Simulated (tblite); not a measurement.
# BGe2H7Si: the cost of one run

Computed with tblite 0.8.0 and PySCF 2.14.0; each step states its level. No surroundings beyond the atoms listed, unless a continuum is named. Atoms count from 0, parts from 1.

### 1 Starting point

11 atoms, charge 0, multiplicity 1; geometry: distance geometry start.

### 2 Relaxing the cluster with GFN2-xTB

Job settings and geometry (Å):

```
{"job": {"kind": "relax", "xc": "GFN2-xTB", "basis": "xTB"}, "charge": 0, "multiplicity": 1}
Ge     0.676634    -0.451387     1.807625
Ge     2.415069    -0.160476     0.179406
B     -0.956848     0.493134     1.064219
Si    -2.018767    -0.171589    -0.409515
H      3.744188    -0.768058     0.650496
H      2.562150     1.357754    -0.146748
H      1.894932    -0.792762    -1.131430
H     -1.340177     1.435278     1.616948
H     -1.230215    -0.830803    -1.428787
H     -3.072583    -1.041116     0.098367
H     -2.656660     0.966036    -1.030281
```

With the program's defaults for keys left out, this is: GFN2-xTB geometry optimisation, gas phase.

Run with:

```
$ OMP_NUM_THREADS=1 python cluster_run.py task.json out
```

This one command runs all jobs of the session in turn.

Q: Estimate the wall time of this first job on 1 thread of Arm Neoverse V1, shared host.

About 3.1 s.
